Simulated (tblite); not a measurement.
# F3H4NSi2: the cost of one run

Programs: tblite 0.8.0 and PySCF 2.14.0. All values are calculated, for the isolated system unless a continuum is named. Atoms count from 0, parts from 1.

### Step 1. The system as given

10 atoms, charge 0, multiplicity 1; geometry: distance geometry start.

### Step 2. Geometry optimisation with GFN2-xTB

Job settings and geometry (Å):

```
{"job": {"kind": "relax", "xc": "GFN2-xTB", "basis": "xTB"}, "charge": 0, "multiplicity": 1}
Si    -2.686116    -1.383866     0.765497
N     -0.865117    -1.360234     1.053872
Si     0.143361    -0.523649    -0.207451
F     -3.003850    -2.340546    -0.576661
F     -3.170215     0.194021     0.432870
F     -3.439180    -1.934900     2.109867
H     -0.485322    -2.218901     1.446945
H     -0.648517    -0.289648    -1.374153
H      1.248527    -1.323995    -0.556191
H      0.582457     0.712141     0.291276
```

With the program's defaults for keys left out, this is: GFN2-xTB geometry optimisation, gas phase.

Command:

```bash
$ OMP_NUM_THREADS=1 python cluster_run.py task.json out
```

This one command runs all jobs of the session in turn.

Q: Estimate the wall time of this first job on 1 thread of Intel Xeon Platinum 8175M at 2.50GHz, shared host.

About 2.6 s.
